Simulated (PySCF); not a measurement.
# A diatomic session: RuF

One table from this session's results is given with a row withheld; the runs are named, their logs left out.

Program: PySCF 2.14.0. Level of theory: Ru def2-TZVPPD with ECP28, F def2-TZVPPD, scalar-relativistic core potentials. These are calculated values, not measurements.

The first run:

The job is set up so:

```
atoms                         : Ru, F
charge                        : 0
basis                         : Ru def2-TZVPPD with ECP28, F def2-TZVPPD
Hamiltonian                   : scalar-relativistic core potentials
basis functions               : 96
electrons treated             : 25
masses in u                   : 101.9043, 18.9984
levels                        : PBE0, PBE, r²SCAN, BHandHLYP, PBEsol, B2PLYP, PW91, TPSSh, CAM-B3LYP, HF, MP2, SCS-MP2, CCSD, CCSD(T)
grid                          : 80 radial by 434 angular points
occupations                   : held fixed by the projection of orbital angular momentum
dissociation limit            : Ru + F, each in its ground configuration
starting distance in angstrom : 1.810
values of 2S to try           : 1, 3, 5, 7
```

Started as:

```
> OMP_NUM_THREADS=2 python dia.py task.json out
```

Steps of the session up to this table: Set-up; The PBE0 curve of the state that the search chose; Other states along the same grid; PBE (GGA); r²SCAN (meta-GGA); BHandHLYP (global hybrid GGA); PBEsol (GGA); B2PLYP (double hybrid); PW91 (GGA); TPSSh (hybrid meta-GGA); CAM-B3LYP (range-separated hybrid); UHF; MP2 and coupled cluster.

One of the session's tables, all rows but one given; the rest of the session is left out.

Energy (eV) from each level's lowest point:

```
R (Å)    UHF  UHF-MP2  UHF-SCS-MP2  UHF-CCSD  UHF-CCSD(T)
1.640  1.580    1.124        1.220       n/a          n/a
1.716  0.843    0.484        0.557     0.561        0.527
1.793      ?        ?            ?         ?            ?
1.850  0.178    0.033        0.054     0.056        0.046
1.907  0.055    0.000        0.000     0.000        0.000
1.964  0.000    0.025        0.006     0.007        0.015
2.041  0.008    0.122        0.082     0.087        0.103
2.136  0.110    0.311        0.250     0.262        0.285
2.250  0.316    0.595        0.514     0.534        0.563
2.403  0.661    1.012        0.912       n/a          n/a
```

Q: Estimate the row for R (Å) = 1.793 from the others.

Worked estimate for «UHF». A straight line through the neighbours (1.716, 0.843) and (1.850, 0.178) gives 0.843 + (0.178 − 0.843) × (1.793 − 1.716) / (1.850 − 1.716) = 0.461; a parabola fitted to 4 rows on both sides gives 0.371.

**Answer.** UHF: 0.387; UHF-MP2: 0.146; UHF-SCS-MP2: 0.191; UHF-CCSD: 0.195; UHF-CCSD(T): 0.175. In «UHF» the line misses by +0.074 and the parabola by -0.016.

To keep in mind: The state is the lowest single determinant that the PBE0 search found; with open d or f shells the true ground state can be another one.
